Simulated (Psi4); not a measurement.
# BNH3F3 (SMILES [NH3+][B-](F)(F)F) at MP3/cc-pVDZ

Aim: the energy change on altering one bond length of BNH3F3 at MP3/cc-pVDZ, from 2 runs. 

The calculation is run with Psi4 1.11.

1 further run of the same task is left out (set aside as unsound or not needed).

**1. The structure to begin with**

BNH3F3 has 8 atoms, charge 0, and is taken as a singlet. As SMILES, `[NH3+][B-](F)(F)F`. Geometry: relaxed at PBE0-D4/def2-TZVP.

Bond lengths: N1–B2 1.674 Å, B2–F3 1.368 Å, B2–F4 1.368 Å, B2–F5 1.368 Å, N1–H6 1.015 Å, N1–H7 1.015 Å, N1–H8 1.015 Å. Some angles: N1–B2–F3 104.1°, N1–B2–F4 104.1°, N1–B2–F5 104.1°, F3–B2–F4 114.2°, F3–B2–F5 114.2°, F4–B2–F5 114.2°, B2–N1–H6 110.1°, B2–N1–H7 110.1°, B2–N1–H8 110.1°, H6–N1–H7 108.9°.

**2. The energy at MP3/cc-pVDZ**

File bf3h3n.inp:

```
memory 1600 MB

molecule {
  0 1
  N
  B 1 1.673941
  F 2 1.368133 1 104.14444
  F 2 1.368182 3 114.23755 1 -112.93299
  F 2 1.368187 3 114.23723 4 -134.12813
  H 1 1.015175 2 110.08688 3 -179.95366
  H 1 1.015249 6 108.85079 2 120.74247
  H 1 1.015252 6 108.85351 7 118.51466
  symmetry c1
  no_reorient
  no_com
}

set {
  basis           cc-pVDZ
  reference       rhf
  puream          true
  e_convergence   1e-09
  d_convergence   1e-08
  scf_type        pk
  num_frozen_docc 5
  mp_type         conv
}

E, wfn = energy("mp3", return_wfn=True)
```

Started as:

```sh
psi4 -i bf3h3n.inp -o bf3h3n.out -n 1
```

bf3h3n.out:

```text
[...]
  Running in c1 symmetry.
[...]
  Nuclear repulsion =  191.439138728924405
[...]
  Multiplicity = 1
[...]
  Nalpha       = 21
  Nbeta        = 21
[...]
    Number of basis functions: 85
[...]
   @RHF iter   1:  -379.30992793274447   -1.01427e+00   6.40364e-03 ADIIS/DIIS
[...]
   @RHF iter  10:  -379.43273811643809   -2.24532e-11   7.45772e-09 DIIS
[...]
    Orbital Energies [Eh]
    ---------------------
    Doubly Occupied:
       1A    -26.252258     2A    -26.252234     3A    -26.252222
       4A    -15.668914     5A     -7.721285     6A     -1.596101
       7A     -1.549633     8A     -1.549605     9A     -1.272659
      10A     -0.793778    11A     -0.759804    12A     -0.759785
      13A     -0.715806    14A     -0.702542    15A     -0.702529
      16A     -0.618810    17A     -0.618800    18A     -0.592462
      19A     -0.592447    20A     -0.573310    21A     -0.549729
[...]
  @RHF Final Energy:  -379.43273811643809
   => Energetics <=
    Nuclear Repulsion Energy =            191.4391387289244051
    One-Electron Energy =                -909.5543310526527421
    Two-Electron Energy =                 338.6824542072902773
    Total Energy =                       -379.4327381164380881
[...]
 Multipole Moments:
 ------------------------------------------------------------------------------------
     Multipole            Electronic (a.u.)      Nuclear  (a.u.)        Total (a.u.)
 ------------------------------------------------------------------------------------
 L = 1.  Multiply by 2.5417464519 to convert [e a0] to [Debye]
 Dipole X            :          0.0000087           -0.0000449           -0.0000362
 Dipole Y            :         -0.0000289           -0.0002962           -0.0003252
 Dipole Z            :          4.2008504           -6.7496699           -2.5488196
 Magnitude           :                                                    2.5488196
[...]
	SCS-MP2 Total Energy (a.u.)        :  -380.23383318854218
	SOS-MP2 Total Energy (a.u.)        :  -380.22035174022182
[...]
	SOS-PI-MP2 Total Energy (a.u.)     :  -380.28093740358980
[...]
	MP2 Total Energy (a.u.)            :  -380.26079608518302
[...]
	SCS-MP3 Total Energy (a.u.)        :  -380.23645761566479
[...]
	MP3 Total Energy (a.u.)            :  -380.27129379367335
[...]
```

It took 8.4 s on 1 thread of Intel Xeon Platinum 8488C (Sapphire Rapids), shared host; peak memory 0.5 GiB.

**3. The distorted shape at the same level**

File bf3h3n.json:

```json
{
  "schema_name": "qcschema_input",
  "schema_version": 1,
  "molecule": {
    "schema_name": "qcschema_molecule",
    "schema_version": 2,
    "symbols": ["N", "B", "F", "F", "F", "H", "H", "H"],
    "geometry": [-1.69730854, -0.47240885, -0.0662538, 0.25534546, -0.3002548, -2.54897598, 2.12541844, -1.99930756, -2.0009554, -1.22412112, -0.96317073, -4.56304608, 1.0341016, 2.1650819, -2.57032989, -3.16846033, 0.73644895, -0.30001292, -0.01190527, 0.3677407, 2.82835309, -2.38233426, -2.2557434, 0.11062457],
    "molecular_charge": 0,
    "molecular_multiplicity": 1,
    "fix_symmetry": "c1",
    "fix_com": true,
    "fix_orientation": true
  },
  "driver": "energy",
  "model": {
    "method": "mp3",
    "basis": "cc-pVDZ"
  },
  "keywords": {
    "puream": true,
    "e_convergence": 1e-09,
    "d_convergence": 1e-08,
    "scf_type": "pk",
    "num_frozen_docc": 5,
    "mp_type": "conv"
  }
}
```

Started as:

```sh
psi4 --qcschema bf3h3n.json -n 1 --memory 1600MB
```

stdout:

```text
[...]
  Running in c1 symmetry.
[...]
  Nuclear repulsion =  188.594261840733054
[...]
  Multiplicity = 1
[...]
  Nalpha       = 21
  Nbeta        = 21
[...]
    Number of basis functions: 85
[...]
   @RHF iter   1:  -379.09934320138564   -1.22636e+00   6.70699e-03 DIIS/ADIIS
[...]
   @RHF iter  13:  -379.26498657760277   -5.68434e-13   2.12067e-09 DIIS
[...]
    Orbital Energies [Eh]
    ---------------------
    Doubly Occupied:
       1A    -26.251653     2A    -26.243885     3A    -26.243850
       4A    -15.694381     5A     -7.714806     6A     -1.590065
       7A     -1.545432     8A     -1.541405     9A     -1.215400
      10A     -0.785425    11A     -0.749031    12A     -0.715065
      13A     -0.704780    14A     -0.695212    15A     -0.619749
      16A     -0.612823    17A     -0.595580    18A     -0.585372
      19A     -0.567512    20A     -0.560147    21A     -0.506257
[...]
  @RHF Final Energy:  -379.26498657760277
   => Energetics <=
    Nuclear Repulsion Energy =            188.5942618407330542
    One-Electron Energy =                -904.2428366198514595
    Two-Electron Energy =                 336.3835882015156926
    Total Energy =                       -379.2649865776027696
[...]
 Multipole Moments:
 ------------------------------------------------------------------------------------
     Multipole            Electronic (a.u.)      Nuclear  (a.u.)        Total (a.u.)
 ------------------------------------------------------------------------------------
 L = 1.  Multiply by 2.5417464519 to convert [e a0] to [Debye]
 Dipole X            :         -2.6591238            1.2514579           -1.4076658
 Dipole Y            :         13.0794511          -13.1362572           -0.0568062
 Dipole Z            :         95.0605945          -92.7786741            2.2819204
 Magnitude           :                                                    2.6817738
[...]
	SCS-MP2 Total Energy (a.u.)        :  -380.09196138302656
	SOS-MP2 Total Energy (a.u.)        :  -380.07951636517089
[...]
	SOS-PI-MP2 Total Energy (a.u.)     :  -380.14217250267615
[...]
	MP2 Total Energy (a.u.)            :  -380.11685141873789
[...]
	SCS-MP3 Total Energy (a.u.)        :  -380.09443786736045
[...]
	MP3 Total Energy (a.u.)            :  -380.12675735607348
[...]
```

The result, in JSON:

```text
{
 "driver": "energy",
 "model": {
  "method": "mp3",
  "basis": "cc-pVDZ"
 },
 "success": true,
 "return_result": -380.1267573560735,
 "properties": {
  "calcinfo_nbasis": 85,
  "calcinfo_nmo": 85,
  "calcinfo_nalpha": 21,
  "calcinfo_nbeta": 21,
  "calcinfo_natom": 8,
  "nuclear_repulsion_energy": 188.59426184073305,
  "return_energy": -380.1267573560735,
  "scf_one_electron_energy": -904.2428366198515,
  "scf_two_electron_energy": 336.3835882015157,
  "scf_dipole_moment": [-1.4076658190646576, -0.056806158410365626, 2.281920417936931],
  "scf_total_energy": -379.26498657760277,
  "scf_iterations": 13,
  "mp2_same_spin_correlation_energy": -0.22530346608269422,
  "mp2_opposite_spin_correlation_energy": -0.6265613750524038,
  "mp2_singles_energy": 0.0,
  "mp2_doubles_energy": -0.8518648411350981,
  "mp2_correlation_energy": -0.8518648411351251,
  "mp2_total_energy": -380.1168514187379
 }
}
```

Wall time 8.4 s (1 thread of Intel Xeon Platinum 8488C (Sapphire Rapids), shared host); peak memory 0.5 GiB.

**4. Outcome**

At MP3/cc-pVDZ, 5 core orbitals frozen:

| quantity | value |
| --- | --- |
| first shape: total energy | -380.27129 Eh |
| first shape: HOMO energy (Hartree–Fock orbitals) | -14.96 eV |
| first shape: LUMO energy (Hartree–Fock orbitals) | 3.55 eV |
| first shape: HOMO–LUMO gap (Hartree–Fock orbitals) | 18.51 eV |
| first shape: correlation energy (5 core orbitals frozen) | -838.6 mEh |
| distorted shape: total energy | -380.12676 Eh |
| distorted shape: HOMO energy (Hartree–Fock orbitals) | -13.78 eV |
| distorted shape: LUMO energy (Hartree–Fock orbitals) | -0.90 eV |
| distorted shape: HOMO–LUMO gap (Hartree–Fock orbitals) | 12.87 eV |
| distorted shape: correlation energy (5 core orbitals frozen) | -861.8 mEh |
| energy change with the N1–H7 bond stretched from 1.015 to 1.827 Å | 3.933 eV |

With the N1–H7 bond stretched from 1.015 to 1.827 Å the energy rises by 3.93 eV (379 kJ/mol). The first shape isn't relaxed at this level, so the change isn't measured from a minimum.
